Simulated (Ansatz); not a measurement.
# FH3SiTe (SMILES F[SiH2][TeH]): functionals against CCSD(T) at one geometry

How do the functionals fare away from a minimum? The structure is a structure displaced at random from a GFN2-xTB minimum.

The runs use Ansatz 0.2.0, Gaussian basis; single points in def2-TZVPP.

Correlated methods freeze the cores. Filled d shells of the heavier atoms are correlated. Core potentials replace the inner electrons past krypton, and spin-orbit coupling is left out.

**1. The starting structure**

SMILES `F[SiH2][TeH]`, 6 atoms, charge 0, spin multiplicity 1.

Atoms are counted from 1 here; the program's logs count them from 0.

Bond lengths: F1–Si2 1.450 Å, Si2–Te3 2.481 Å, Si2–H4 1.399 Å, Si2–H5 1.504 Å, Te3–H6 1.651 Å. Angles: F1–Si2–Te3 113.8°, F1–Si2–H4 109.5°, F1–Si2–H5 105.2°, Te3–Si2–H4 109.4°, Te3–Si2–H5 110.6°, H4–Si2–H5 108.2°, Si2–Te3–H6 93.3°.

Coordinates:

```
F    -1.68530    0.12120    0.17140
Si   -0.41840   -0.13210   -0.48600
Te    1.41820   -0.72360    1.07290
H    -0.57650   -1.15600   -1.42650
H    -0.09690    1.13790   -1.22460
H     1.35310    0.73010    1.85270
```

**2. CCSD(T)/def2-TZVPP**

The input, run/in.yaml:

```yaml
crystal:
  periodic: [false, false, false]
  atoms:
    - {symbol: F, position_ang: [-1.685300, 0.121200, 0.171400]}
    - {symbol: Si, position_ang: [-0.418400, -0.132100, -0.486000]}
    - {symbol: Te, position_ang: [1.418200, -0.723600, 1.072900]}
    - {symbol: H, position_ang: [-0.576500, -1.156000, -1.426500]}
    - {symbol: H, position_ang: [-0.096900, 1.137900, -1.224600]}
    - {symbol: H, position_ang: [1.353100, 0.730100, 1.852700]}
basis:
  gaussian: {orbitals: def2-TZVPP}
correlation: {method: ccsd_t}
output: {forces: true}
```

Command:

```
> ansatz run in.yaml --threads 4 --pin off --events-out ev --progress --plain --max-ram 5222MiB
```

**3. PBE0-D4/def2-TZVPP**

run/in.yaml, as its differences from that of step 2:

```diff
@@ -11,3 +11,3 @@
   gaussian: {orbitals: def2-TZVPP}
-correlation: {method: ccsd_t}
-output: {forces: true}
+hamiltonian: {xc: pbe0, dispersion: d4}
+output: {forces: true, orbitals: {seedname: orbitals}}
```

**4. wB97M-V/def2-TZVPP**

run/in.yaml, as its differences from that of step 3:

```diff
@@ -11,3 +11,3 @@
   gaussian: {orbitals: def2-TZVPP}
-hamiltonian: {xc: pbe0, dispersion: d4}
-output: {forces: true, orbitals: {seedname: orbitals}}
+hamiltonian: {xc: {name: wB97M-V}}
+output: {forces: true}
```

**5. r2SCAN-D4/def2-TZVPP**

run/in.yaml, as its differences from that of step 4:

```diff
@@ -11,3 +11,3 @@
   gaussian: {orbitals: def2-TZVPP}
-hamiltonian: {xc: {name: wB97M-V}}
+hamiltonian: {xc: r2scan, dispersion: d4}
 output: {forces: true}
```

**6. PBE-D4/def2-TZVPP**

run/in.yaml, as its differences from that of step 5:

```diff
@@ -11,3 +11,3 @@
   gaussian: {orbitals: def2-TZVPP}
-hamiltonian: {xc: r2scan, dispersion: d4}
+hamiltonian: {xc: pbe, dispersion: d4}
 output: {forces: true}
```

**7. CAM-B3LYP-D4/def2-TZVPP**

run/in.yaml, as its differences from that of step 6:

```diff
@@ -11,3 +11,3 @@
   gaussian: {orbitals: def2-TZVPP}
-hamiltonian: {xc: pbe, dispersion: d4}
+hamiltonian: {xc: {name: CAM-B3LYP}, dispersion: d4}
 output: {forces: true}
```

**8. HSE06-D4/def2-TZVPP**

run/in.yaml, as its differences from that of step 7:

```diff
@@ -11,3 +11,3 @@
   gaussian: {orbitals: def2-TZVPP}
-hamiltonian: {xc: {name: CAM-B3LYP}, dispersion: d4}
+hamiltonian: {xc: hse06, dispersion: d4}
 output: {forces: true}
```

(Steps that only read results are left out.)

Before running it: what results should come out? Wanted: energy less free atoms, CCSD(T)/def2-TZVPP; RMS force component; RMS force error; HOMO and LUMO, PBE0-D4; T1 diagnostic.

As calculated:

```
                                  quantity                                                                                                 value
energy less free atoms, CCSD(T)/def2-TZVPP                                                                                        -1673.4 kJ/mol
                       RMS force component                                                                  2.531 to 2.736 eV/Å over the methods
                           RMS force error  PBE0-D4 0.091, wB97M-V 0.049, r2SCAN-D4 0.080, PBE-D4 0.230, CAM-B3LYP-D4 0.060, HSE06-D4 0.091 eV/Å
                    HOMO and LUMO, PBE0-D4                                                                                    -6.78 and -0.63 eV
                             T1 diagnostic                                                                                                 0.011
```

Against CCSD(T) the functionals' energies less atoms differ by -44.4 to -15.7 kJ/mol, PBE-D4 by -33.4 kJ/mol. A larger basis would deepen the CCSD(T) value, while the functionals are nearly converged already, so the order here is not reliable. On forces the order runs from wB97M-V to PBE-D4. Frozen-core CCSD(T) forces in triple zeta carry basis errors of their own, and this is one geometry, so small gaps rank nothing.
